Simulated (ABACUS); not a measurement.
BiTe:

```
CELL_PARAMETERS angstrom
0.00000 3.23500 3.23500
3.23500 0.00000 3.23500
3.23500 3.23500 0.00000
ATOMIC_POSITIONS crystal
Bi 0.00000 0.00000 0.00000
Te 0.50000 0.50000 0.50000
```

| Item | Value |
| --- | --- |
| Program | ABACUS 3.10.1 |
| Task | single point |
| Functional | PBE |
| Potentials or basis | PseudoDojo NC SR 0.4.1 PBE standard |
| Cutoff | 1129 eV |
| Density cutoff | 4517 eV |
| Basis | plane waves |
| k mesh | 7 × 7 × 7 |
| Occupations | fermi-dirac, width 0.05 eV |
| Spin | no spin polarisation |

On this cell: pressure 1.0 GPa; largest force zero by symmetry; band gap on the k mesh none (metal or under the smearing width).

The same run follows on a disturbed copy (atoms moved at random, drawn with an rms of 0.05 Å):

```xyz
2
Lattice="0.0000 3.2350 3.2350 3.2350 0.0000 3.2350 3.2350 3.2350 0.0000" Properties=species:S:1:pos:R:3 pbc="T T T"
Bi    0.0486    0.0219   -0.0837
Te    3.2170    3.2295    3.1974
```

Problem. What does the disturbed cell give?

Solution. The energy (extrapolated to zero smearing) moves by +5.3 meV/atom; pressure 1.1 GPa; largest force 0.249 eV/Å; band gap on the k mesh none (metal or under the smearing width).

Forces in eV/Å, atoms in the order of the input:
```
Bi  -0.195 -0.079  0.134
Te   0.195  0.079 -0.134
```

Stress tensor (GPa, compression positive):
```
 1.12 -0.06  0.10
-0.06  1.05  0.04
 0.10  0.04  1.07
```

Caveats: spin-orbit coupling is left out, which moves the levels of the heavy elements.
